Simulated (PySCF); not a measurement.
# C3H8AsB: NMR shifts at several levels of theory

Aim: compute the NMR shifts of C3H8AsB (`[AsH2]BC1CC1`) at several levels, and see how far they spread and what each costs.

The runs use PySCF 2.14.0, with density-fitted response routines of our own; the level of theory stands in each step. All values are computed, except where a source is named. Atoms are numbered from 0 throughout.

## 1. Starting geometry

13 atoms, charge 0, multiplicity 1; geometry from: PBE0-D3(BJ)/def2-SVP.

Bonds of the start (Å): As0–B1 2.01, B1–C2 1.53, C2–C3 1.53, C3–C4 1.47, C4–C2 1.53, As0–H5 1.52, As0–H6 1.52, B1–H7 1.21, C2–H8 1.09, C3–H9 1.09, C3–H10 1.09, C4–H11 1.09, C4–H12 1.09.

## 2. Nuclear shieldings: HF/pcSseg-1

The job: settings as JSON, then the geometry in Å.

```
{"job": {"kind": "nmr", "xc": "HF", "basis": "pcSseg-1", "pop": false}, "charge": 0, "multiplicity": 1}
As     2.804030    -0.289554    -0.279605
B      0.834160    -0.622928    -0.057803
C     -0.190051     0.488400     0.192380
C     -1.370902     0.200204     1.118247
C     -1.607896     0.247109    -0.336154
H      3.043434    -1.257560    -1.424193
H      2.717572     0.956277    -1.146094
H      0.471388    -1.779085    -0.000681
H      0.128490     1.535575     0.166638
H     -1.389228    -0.768525     1.623972
H     -1.715775     1.037169     1.730978
H     -1.798940    -0.687122    -0.870136
H     -2.114568     1.120003    -0.755498
```

Method: GIAO HF/pcSseg-1 NMR shielding, non-relativistic, gas phase.

Started as:

```bash
$ OMP_NUM_THREADS=1 python probes_run.py task.json out
```

This one command runs all jobs of the session in turn.

What it wrote:

```text
final grid: 100888 points
cycle   1  E = -2376.7506387486  dE =  5.017e-02  |g| = 4.963e-01  |ddm| = 3.069e+00
cycle   2  E = -2376.8084873948  dE = -5.785e-02  |g| = 1.820e-01  |ddm| = 4.858e-01
cycle   3  E = -2376.8143577803  dE = -5.870e-03  |g| = 5.862e-02  |ddm| = 1.626e-01
cycle   4  E = -2376.8154499291  dE = -1.092e-03  |g| = 1.072e-02  |ddm| = 7.958e-02
cycle   5  E = -2376.8155089885  dE = -5.906e-05  |g| = 3.005e-03  |ddm| = 1.872e-02
cycle   6  E = -2376.8155172317  dE = -8.243e-06  |g| = 1.147e-03  |ddm| = 7.215e-03
cycle   7  E = -2376.8155184736  dE = -1.242e-06  |g| = 3.567e-04  |ddm| = 3.014e-03
cycle   8  E = -2376.8155185854  dE = -1.118e-07  |g| = 1.095e-04  |ddm| = 9.327e-04
cycle   9  E = -2376.8155185963  dE = -1.092e-08  |g| = 3.666e-05  |ddm| = 2.957e-04
cycle  10  E = -2376.8155185980  dE = -1.688e-09  |g| = 1.489e-05  |ddm| = 1.076e-04
cycle  11  E = -2376.8155185984  dE = -3.201e-10  |g| = 4.772e-06  |ddm| = 5.167e-05
converged SCF energy = -2376.8155185984

GIAO shielding tensors (ppm)
atom      isotropic    diamagn.    paramagn.     s11        s22        s33       span
  0 As    1870.433    2877.920   -1007.487   1798.291   1809.780   2003.229    204.938
  1 B       20.419     186.961    -166.542    -76.344     15.091    122.509    198.852
  2 C      181.877     252.644     -70.767    129.155    183.997    232.480    103.325
  3 C      183.126     250.991     -67.865    155.897    182.892    210.589     54.692
  4 C      184.200     250.211     -66.012    157.128    183.496    211.975     54.847
  5 H       28.806      29.562      -0.756     21.967     23.792     40.659     18.692
  6 H       28.789      30.242      -1.453     21.556     25.258     39.553     17.997
  7 H       24.387      29.715      -5.329     18.210     25.623     29.327     11.117
  8 H       31.055      33.032      -1.976     23.654     30.184     39.328     15.674
  9 H       30.895      30.677       0.218     24.921     27.139     40.624     15.703
 10 H       30.641      30.272       0.368     24.805     26.291     40.826     16.021
 11 H       30.904      30.836       0.068     24.964     27.115     40.631     15.667
 12 H       30.671      30.400       0.271     24.767     26.360     40.886     16.120
```

Wall time 14 s (1 thread of Arm Neoverse N1, shared host); peak memory 0.79 GiB.

The references, computed at this level on geometries of the same kind, shield at (ppm): ¹H TMS 31.69, ¹³C TMS 190.8, ¹¹B BF3·OEt2 115.3, ⁷⁵As AsH3 1983. Their shielding less the atom's gives the shift. The references are single molecules in the gas phase. Shifts against hydride references such as AlH4− lie on their own scale. Atoms listed in one row are averaged.

```csv
atoms,environment,σ (ppm),δ (ppm)
C2,three-membered-ring carbon,181.9,9.0
"C3, C4",three-membered-ring carbon,183.7,7.2
H7,"hydrogen on a boron bonded to C, As",24.39,7.30
"H5, H6",hydrogen on an arsenic bonded to B,28.80,2.89
"H10, H12",hydrogen on a three-membered-ring carbon,30.66,1.03
"H9, H11",hydrogen on a three-membered-ring carbon,30.90,0.79
H8,hydrogen on a three-membered-ring carbon,31.06,0.63
As0,"arsenic bonded to B, 2 H",1870,112
B1,"boron bonded to C, As, H",20.4,94.9
```

Ring of atoms C2, C3, C4: NICS(0) -43.0, NICS(1) -8.3, NICS(1)zz -24.2 ppm (means of both faces).

In rings of three or four atoms NICS is ruled by the nearby σ bonds, so it says little on aromaticity.

## 3. NMR shieldings: LDA/pcSseg-1

Same as in step 2 but for these lines:

```diff
@@ -1,2 +1,2 @@
-{"job": {"kind": "nmr", "xc": "HF", "basis": "pcSseg-1", "pop": false}, "charge": 0, "multiplicity": 1}
+{"job": {"kind": "nmr", "xc": "LDA", "basis": "pcSseg-1", "pop": false}, "charge": 0, "multiplicity": 1}
 As     2.804030    -0.289554    -0.279605
```

Method: GIAO LDA/pcSseg-1 NMR shielding, non-relativistic, gas phase.

What it wrote:

```text
coarse grid: 47832 points
cycle   1  E = -2374.8027166465  dE = -5.213e-01  |g| = 1.016e+00  |ddm| = 3.236e+00
cycle   2  E = -2374.6742766523  dE =  1.284e-01  |g| = 1.111e+00  |ddm| = 1.325e+00
cycle   3  E = -2374.8602554462  dE = -1.860e-01  |g| = 3.452e-01  |ddm| = 1.231e+00
cycle   4  E = -2374.8951436585  dE = -3.489e-02  |g| = 6.379e-02  |ddm| = 4.802e-01
cycle   5  E = -2374.8961455272  dE = -1.002e-03  |g| = 3.466e-02  |ddm| = 1.172e-01
cycle   6  E = -2374.8965201103  dE = -3.746e-04  |g| = 6.140e-03  |ddm| = 4.089e-02
cycle   7  E = -2374.8965289451  dE = -8.835e-06  |g| = 2.137e-03  |ddm| = 8.096e-03
final grid: 100888 points
cycle   8  E = -2374.8965105012  dE =  1.868e-06  |g| = 3.282e-03  |ddm| = 6.536e-03
cycle   9  E = -2374.8965042228  dE =  6.278e-06  |g| = 5.709e-03  |ddm| = 1.024e-02
cycle  10  E = -2374.8965138301  dE = -9.607e-06  |g| = 6.611e-04  |ddm| = 6.367e-03
cycle  11  E = -2374.8965139751  dE = -1.450e-07  |g| = 1.108e-04  |ddm| = 8.243e-04
cycle  12  E = -2374.8965139777  dE = -2.609e-09  |g| = 1.321e-05  |ddm| = 1.355e-04
cycle  13  E = -2374.8965139777  dE = -5.411e-11  |g| = 4.601e-06  |ddm| = 2.005e-05
converged SCF energy = -2374.8965139777

GIAO shielding tensors (ppm)
atom      isotropic    diamagn.    paramagn.     s11        s22        s33       span
  0 As    1663.220    2876.891   -1213.670   1468.345   1632.840   1888.476    420.131
  1 B      -11.494     192.199    -203.693   -125.032    -18.047    108.595    233.628
  2 C      154.109     252.172     -98.063     93.251    166.913    202.163    108.912
  3 C      162.942     253.005     -90.062    133.949    170.744    184.133     50.184
  4 C      164.337     252.246     -87.909    136.616    172.184    184.211     47.595
  5 H       27.251      27.698      -0.446     20.740     22.293     38.721     17.981
  6 H       27.278      28.597      -1.318     20.450     23.631     37.754     17.304
  7 H       22.623      29.587      -6.964     14.691     25.039     28.137     13.446
  8 H       29.248      32.118      -2.870     22.922     29.156     35.667     12.745
  9 H       29.710      30.243      -0.533     24.234     26.798     38.098     13.864
 10 H       29.383      29.504      -0.121     24.183     25.886     38.081     13.897
 11 H       29.663      30.370      -0.707     24.287     26.699     38.004     13.716
 12 H       29.399      29.654      -0.255     24.195     25.902     38.100     13.905
```

It took 27 s on 1 thread of Arm Neoverse N1, shared host; peak memory 0.83 GiB.

In short: δ C2 26.6, C3 17.1, As0 231, B1 104.4, H7 8.21, H5 3.56 ppm (means over like atoms).

## 4. Nuclear shieldings: PBE/pcSseg-1

Same as in step 3 but for these lines:

```diff
@@ -1,2 +1,2 @@
-{"job": {"kind": "nmr", "xc": "LDA", "basis": "pcSseg-1", "pop": false}, "charge": 0, "multiplicity": 1}
+{"job": {"kind": "nmr", "xc": "PBE", "basis": "pcSseg-1", "pop": false}, "charge": 0, "multiplicity": 1}
 As     2.804030    -0.289554    -0.279605
```

With the program's defaults for keys left out, this is: GIAO PBE/pcSseg-1 NMR shielding, non-relativistic, gas phase.

What it wrote:

```text
coarse grid: 47832 points
cycle   1  E = -2378.9442835861  dE = -5.191e-01  |g| = 9.363e-01  |ddm| = 3.238e+00
cycle   2  E = -2378.8389925790  dE =  1.053e-01  |g| = 1.019e+00  |ddm| = 1.258e+00
cycle   3  E = -2378.9975011712  dE = -1.585e-01  |g| = 2.975e-01  |ddm| = 1.143e+00
cycle   4  E = -2379.0234640577  dE = -2.596e-02  |g| = 5.685e-02  |ddm| = 4.191e-01
cycle   5  E = -2379.0242663554  dE = -8.023e-04  |g| = 2.544e-02  |ddm| = 9.162e-02
cycle   6  E = -2379.0244677004  dE = -2.013e-04  |g| = 5.717e-03  |ddm| = 3.102e-02
cycle   7  E = -2379.0244757473  dE = -8.047e-06  |g| = 1.307e-03  |ddm| = 6.430e-03
final grid: 100888 points
cycle   8  E = -2379.0244775842  dE =  2.938e-07  |g| = 1.645e-03  |ddm| = 4.035e-03
cycle   9  E = -2379.0244764409  dE =  1.143e-06  |g| = 2.547e-03  |ddm| = 4.862e-03
cycle  10  E = -2379.0244784792  dE = -2.038e-06  |g| = 3.999e-04  |ddm| = 2.950e-03
cycle  11  E = -2379.0244785270  dE = -4.775e-08  |g| = 5.156e-05  |ddm| = 4.705e-04
cycle  12  E = -2379.0244785278  dE = -8.467e-10  |g| = 1.466e-05  |ddm| = 8.731e-05
converged SCF energy = -2379.0244785278

GIAO shielding tensors (ppm)
atom      isotropic    diamagn.    paramagn.     s11        s22        s33       span
  0 As    1681.319    2877.439   -1196.120   1533.392   1633.970   1876.597    343.205
  1 B       -2.707     191.749    -194.456   -111.511     -6.881    110.273    221.784
  2 C      156.187     251.633     -95.446     99.302    165.861    203.398    104.096
  3 C      162.606     252.208     -89.602    135.400    168.713    183.705     48.304
  4 C      163.871     251.463     -87.593    137.737    169.953    183.921     46.183
  5 H       27.933      28.546      -0.613     21.473     23.121     39.205     17.732
  6 H       27.963      29.464      -1.501     21.183     24.439     38.266     17.083
  7 H       23.238      30.024      -6.786     15.609     25.561     28.543     12.934
  8 H       29.774      32.628      -2.853     23.500     29.707     36.115     12.615
  9 H       30.113      30.622      -0.509     24.727     27.357     38.256     13.529
 10 H       29.822      29.803       0.019     24.713     26.465     38.287     13.573
 11 H       30.063      30.774      -0.711     24.763     27.261     38.165     13.402
 12 H       29.836      29.976      -0.139     24.723     26.476     38.310     13.587
```

Run time: 32 s. Hardware: 1 thread of Arm Neoverse N1, shared host; peak memory 0.78 GiB.

This run: δ C2 23.8, C3 16.8, As0 190, B1 97.5, H7 7.96, H5 3.25 ppm (means over like atoms).

## 5. Shielding tensors: BLYP/pcSseg-1

Same as in step 4 but for these lines:

```diff
@@ -1,2 +1,2 @@
-{"job": {"kind": "nmr", "xc": "PBE", "basis": "pcSseg-1", "pop": false}, "charge": 0, "multiplicity": 1}
+{"job": {"kind": "nmr", "xc": "BLYP", "basis": "pcSseg-1", "pop": false}, "charge": 0, "multiplicity": 1}
 As     2.804030    -0.289554    -0.279605
```

Level: GIAO BLYP/pcSseg-1 NMR shielding, non-relativistic, gas phase.

What it wrote:

```text
coarse grid: 47832 points
cycle   1  E = -2379.4466312889  dE = -5.156e-01  |g| = 9.632e-01  |ddm| = 3.231e+00
cycle   2  E = -2379.3262092410  dE =  1.204e-01  |g| = 1.077e+00  |ddm| = 1.302e+00
cycle   3  E = -2379.5051044665  dE = -1.789e-01  |g| = 3.082e-01  |ddm| = 1.188e+00
cycle   4  E = -2379.5327804666  dE = -2.768e-02  |g| = 5.494e-02  |ddm| = 4.225e-01
cycle   5  E = -2379.5334618087  dE = -6.813e-04  |g| = 2.394e-02  |ddm| = 8.588e-02
cycle   6  E = -2379.5336425774  dE = -1.808e-04  |g| = 6.270e-03  |ddm| = 3.081e-02
cycle   7  E = -2379.5336523580  dE = -9.781e-06  |g| = 1.304e-03  |ddm| = 6.902e-03
final grid: 100888 points
cycle   8  E = -2379.5336361929  dE =  2.862e-07  |g| = 1.673e-03  |ddm| = 4.037e-03
cycle   9  E = -2379.5336349657  dE =  1.227e-06  |g| = 2.653e-03  |ddm| = 4.711e-03
cycle  10  E = -2379.5336370670  dE = -2.101e-06  |g| = 4.068e-04  |ddm| = 2.872e-03
cycle  11  E = -2379.5336371171  dE = -5.010e-08  |g| = 4.730e-05  |ddm| = 4.904e-04
cycle  12  E = -2379.5336371179  dE = -8.108e-10  |g| = 1.868e-05  |ddm| = 9.409e-05
converged SCF energy = -2379.5336371179

GIAO shielding tensors (ppm)
atom      isotropic    diamagn.    paramagn.     s11        s22        s33       span
  0 As    1645.359    2876.617   -1231.258   1511.823   1591.901   1832.355    320.532
  1 B       -6.403     192.048    -198.450   -116.263     -8.290    105.346    221.609
  2 C      152.300     251.226     -98.925     95.291    159.772    201.838    106.548
  3 C      158.546     251.547     -93.001    130.716    163.908    181.015     50.299
  4 C      159.907     250.876     -90.970    133.161    165.156    181.402     48.241
  5 H       28.269      28.792      -0.523     21.897     23.584     39.327     17.431
  6 H       28.298      29.785      -1.487     21.611     24.871     38.413     16.801
  7 H       23.628      30.668      -7.040     16.081     25.925     28.877     12.796
  8 H       30.076      32.872      -2.796     23.920     30.052     36.258     12.338
  9 H       30.325      30.860      -0.535     25.031     27.691     38.252     13.221
 10 H       30.051      29.821       0.230     25.041     26.825     38.287     13.246
 11 H       30.273      31.058      -0.785     25.065     27.590     38.164     13.098
 12 H       30.062      30.042       0.020     25.054     26.824     38.309     13.255
```

Wall time 32 s (1 thread of Arm Neoverse N1, shared host); peak memory 0.78 GiB.

In short: δ C2 23.0, C3 16.1, As0 183, B1 99.3, H7 7.73, H5 3.08 ppm (means over like atoms).

## 6. NMR shieldings: BP86/pcSseg-1

Same as in step 5 but for these lines:

```diff
@@ -1,2 +1,2 @@
-{"job": {"kind": "nmr", "xc": "BLYP", "basis": "pcSseg-1", "pop": false}, "charge": 0, "multiplicity": 1}
+{"job": {"kind": "nmr", "xc": "BP86", "basis": "pcSseg-1", "pop": false}, "charge": 0, "multiplicity": 1}
 As     2.804030    -0.289554    -0.279605
```

With the program's defaults for keys left out, this is: GIAO BP86/pcSseg-1 NMR shielding, non-relativistic, gas phase.

What it wrote:

```text
coarse grid: 47832 points
cycle   1  E = -2379.7646035764  dE = -5.169e-01  |g| = 9.289e-01  |ddm| = 3.227e+00
cycle   2  E = -2379.6683909844  dE =  9.621e-02  |g| = 9.994e-01  |ddm| = 1.174e+00
cycle   3  E = -2379.8170656097  dE = -1.487e-01  |g| = 2.905e-01  |ddm| = 1.075e+00
cycle   4  E = -2379.8416073555  dE = -2.454e-02  |g| = 5.509e-02  |ddm| = 4.032e-01
cycle   5  E = -2379.8423649241  dE = -7.576e-04  |g| = 2.360e-02  |ddm| = 8.696e-02
cycle   6  E = -2379.8425392409  dE = -1.743e-04  |g| = 5.444e-03  |ddm| = 2.914e-02
cycle   7  E = -2379.8425466751  dE = -7.434e-06  |g| = 1.235e-03  |ddm| = 6.108e-03
final grid: 100888 points
cycle   8  E = -2379.8425182459  dE =  2.034e-07  |g| = 1.561e-03  |ddm| = 3.863e-03
cycle   9  E = -2379.8425172344  dE =  1.012e-06  |g| = 2.428e-03  |ddm| = 4.554e-03
cycle  10  E = -2379.8425189905  dE = -1.756e-06  |g| = 3.783e-04  |ddm| = 2.764e-03
cycle  11  E = -2379.8425190338  dE = -4.328e-08  |g| = 4.621e-05  |ddm| = 4.478e-04
cycle  12  E = -2379.8425190345  dE = -7.321e-10  |g| = 1.490e-05  |ddm| = 8.265e-05
converged SCF energy = -2379.8425190345

GIAO shielding tensors (ppm)
atom      isotropic    diamagn.    paramagn.     s11        s22        s33       span
  0 As    1678.086    2877.462   -1199.376   1537.104   1627.754   1869.399    332.294
  1 B       -1.099     191.874    -192.973   -108.315     -4.971    109.989    218.303
  2 C      156.114     252.234     -96.121     99.104    165.769    203.467    104.363
  3 C      162.283     252.609     -90.326    135.112    168.086    183.653     48.541
  4 C      163.537     251.874     -88.338    137.406    169.306    183.898     46.492
  5 H       28.005      28.545      -0.541     21.548     23.185     39.280     17.732
  6 H       28.029      29.474      -1.446     21.239     24.522     38.324     17.085
  7 H       23.367      30.222      -6.855     15.907     25.607     28.589     12.681
  8 H       29.883      32.729      -2.846     23.608     29.816     36.224     12.616
  9 H       30.178      30.704      -0.526     24.809     27.405     38.320     13.511
 10 H       29.901      29.861       0.041     24.806     26.539     38.358     13.551
 11 H       30.131      30.866      -0.735     24.848     27.315     38.230     13.382
 12 H       29.917      30.042      -0.125     24.815     26.554     38.381     13.565
```

Wall time 32 s (1 thread of Arm Neoverse N1, shared host); peak memory 0.78 GiB.

Key values: δ C2 23.6, C3 16.8, As0 185, B1 96.4, H7 7.90, H5 3.25 ppm (means over like atoms).

## 7. Shielding tensors: OPBE/pcSseg-1

Same as in step 6 but for these lines:

```diff
@@ -1,2 +1,2 @@
-{"job": {"kind": "nmr", "xc": "BP86", "basis": "pcSseg-1", "pop": false}, "charge": 0, "multiplicity": 1}
+{"job": {"kind": "nmr", "xc": "OPBE", "basis": "pcSseg-1", "pop": false}, "charge": 0, "multiplicity": 1}
 As     2.804030    -0.289554    -0.279605
```

Level: GIAO OPBE/pcSseg-1 NMR shielding, non-relativistic, gas phase.

What it wrote:

```text
coarse grid: 47832 points
cycle   1  E = -2380.0952023161  dE = -5.411e-01  |g| = 7.314e-01  |ddm| = 3.246e+00
cycle   2  E = -2380.0269642425  dE =  6.824e-02  |g| = 7.525e-01  |ddm| = 1.170e+00
cycle   3  E = -2380.1351811125  dE = -1.082e-01  |g| = 2.447e-01  |ddm| = 9.759e-01
cycle   4  E = -2380.1527244229  dE = -1.754e-02  |g| = 4.373e-02  |ddm| = 3.370e-01
cycle   5  E = -2380.1532611339  dE = -5.367e-04  |g| = 2.206e-02  |ddm| = 7.924e-02
cycle   6  E = -2380.1534012283  dE = -1.401e-04  |g| = 3.741e-03  |ddm| = 2.471e-02
cycle   7  E = -2380.1534046100  dE = -3.382e-06  |g| = 1.477e-03  |ddm| = 5.589e-03
final grid: 100888 points
cycle   8  E = -2380.1534057540  dE =  6.459e-07  |g| = 2.148e-03  |ddm| = 5.032e-03
cycle   9  E = -2380.1534037183  dE =  2.036e-06  |g| = 3.437e-03  |ddm| = 6.746e-03
cycle  10  E = -2380.1534071242  dE = -3.406e-06  |g| = 3.942e-04  |ddm| = 4.079e-03
cycle  11  E = -2380.1534071738  dE = -4.960e-08  |g| = 5.295e-05  |ddm| = 4.592e-04
cycle  12  E = -2380.1534071743  dE = -5.011e-10  |g| = 4.962e-06  |ddm| = 5.343e-05
converged SCF energy = -2380.1534071743

GIAO shielding tensors (ppm)
atom      isotropic    diamagn.    paramagn.     s11        s22        s33       span
  0 As    1706.902    2880.324   -1173.422   1579.069   1652.815   1888.821    309.752
  1 B       11.111     190.573    -179.461    -89.629      5.646    117.317    206.947
  2 C      163.354     251.807     -88.452    110.422    172.750    206.890     96.467
  3 C      167.390     252.400     -85.010    142.351    173.066    186.753     44.402
  4 C      168.408     251.626     -83.218    144.172    174.132    186.920     42.747
  5 H       27.957      28.748      -0.791     21.441     23.165     39.265     17.824
  6 H       27.986      29.635      -1.650     21.144     24.476     38.337     17.193
  7 H       23.315      29.551      -6.236     15.982     25.475     28.489     12.507
  8 H       29.766      32.661      -2.896     23.347     29.640     36.310     12.964
  9 H       30.099      30.550      -0.451     24.671     27.330     38.296     13.625
 10 H       29.840      29.931      -0.092     24.677     26.447     38.394     13.717
 11 H       30.050      30.681      -0.631     24.695     27.252     38.202     13.508
 12 H       29.860      30.076      -0.216     24.684     26.468     38.427     13.744
```

Wall time 32 s (1 thread of Arm Neoverse N1, shared host); peak memory 0.78 GiB.

In short: δ C2 21.8, C3 17.2, As0 170, B1 89.2, H7 7.91, H5 3.26 ppm (means over like atoms).

## 8. NMR shieldings: KT2/pcSseg-1

Same as in step 7 but for these lines:

```diff
@@ -1,2 +1,2 @@
-{"job": {"kind": "nmr", "xc": "OPBE", "basis": "pcSseg-1", "pop": false}, "charge": 0, "multiplicity": 1}
+{"job": {"kind": "nmr", "xc": "KT2", "basis": "pcSseg-1", "pop": false}, "charge": 0, "multiplicity": 1}
 As     2.804030    -0.289554    -0.279605
```

Level: GIAO KT2/pcSseg-1 NMR shielding, non-relativistic, gas phase.

What it wrote:

```text
coarse grid: 47832 points
cycle   1  E = -2391.0687652031  dE = -4.755e-01  |g| = 5.681e-01  |ddm| = 3.154e+00
cycle   2  E = -2390.9948006812  dE =  7.396e-02  |g| = 6.804e-01  |ddm| = 1.102e+00
cycle   3  E = -2391.1128266779  dE = -1.180e-01  |g| = 1.874e-01  |ddm| = 8.825e-01
cycle   4  E = -2391.1229939238  dE = -1.017e-02  |g| = 3.846e-02  |ddm| = 2.824e-01
cycle   5  E = -2391.1234841273  dE = -4.902e-04  |g| = 2.024e-02  |ddm| = 8.570e-02
cycle   6  E = -2391.1235638591  dE = -7.973e-05  |g| = 3.206e-03  |ddm| = 2.064e-02
cycle   7  E = -2391.1235665416  dE = -2.682e-06  |g| = 1.723e-03  |ddm| = 5.836e-03
final grid: 100888 points
cycle   8  E = -2391.1235732936  dE =  2.269e-06  |g| = 3.123e-03  |ddm| = 5.724e-03
cycle   9  E = -2391.1235642828  dE =  9.011e-06  |g| = 6.020e-03  |ddm| = 1.035e-02
cycle  10  E = -2391.1235764603  dE = -1.218e-05  |g| = 4.447e-04  |ddm| = 6.926e-03
cycle  11  E = -2391.1235764909  dE = -3.057e-08  |g| = 2.945e-05  |ddm| = 4.469e-04
cycle  12  E = -2391.1235764911  dE = -2.765e-10  |g| = 6.141e-06  |ddm| = 4.516e-05
converged SCF energy = -2391.1235764911

GIAO shielding tensors (ppm)
atom      isotropic    diamagn.    paramagn.     s11        s22        s33       span
  0 As    1741.678    2881.645   -1139.967   1601.980   1694.739   1928.316    326.336
  1 B        9.654     192.935    -183.281    -91.590      7.010    113.543    205.133
  2 C      161.298     252.795     -91.497    106.939    168.091    208.864    101.924
  3 C      167.336     253.122     -85.786    141.033    171.727    189.247     48.214
  4 C      168.653     252.306     -83.653    143.448    172.917    189.594     46.145
  5 H       27.984      28.583      -0.599     21.554     23.131     39.268     17.715
  6 H       28.009      29.467      -1.458     21.250     24.479     38.297     17.047
  7 H       23.479      30.055      -6.575     16.557     25.492     28.390     11.833
  8 H       29.901      32.836      -2.935     23.517     29.675     36.511     12.995
  9 H       30.165      30.731      -0.566     24.704     27.305     38.485     13.781
 10 H       29.821      29.901      -0.080     24.643     26.347     38.472     13.829
 11 H       30.112      30.867      -0.755     24.737     27.202     38.398     13.660
 12 H       29.839      30.066      -0.227     24.659     26.361     38.496     13.837
```

It took 32 s on 1 thread of Arm Neoverse N1, shared host; peak memory 0.94 GiB.

Key values: δ C2 21.9, C3 15.2, As0 178, B1 90.2, H7 7.70, H5 3.18 ppm (means over like atoms).

(Part 1 of 2 ends here.)
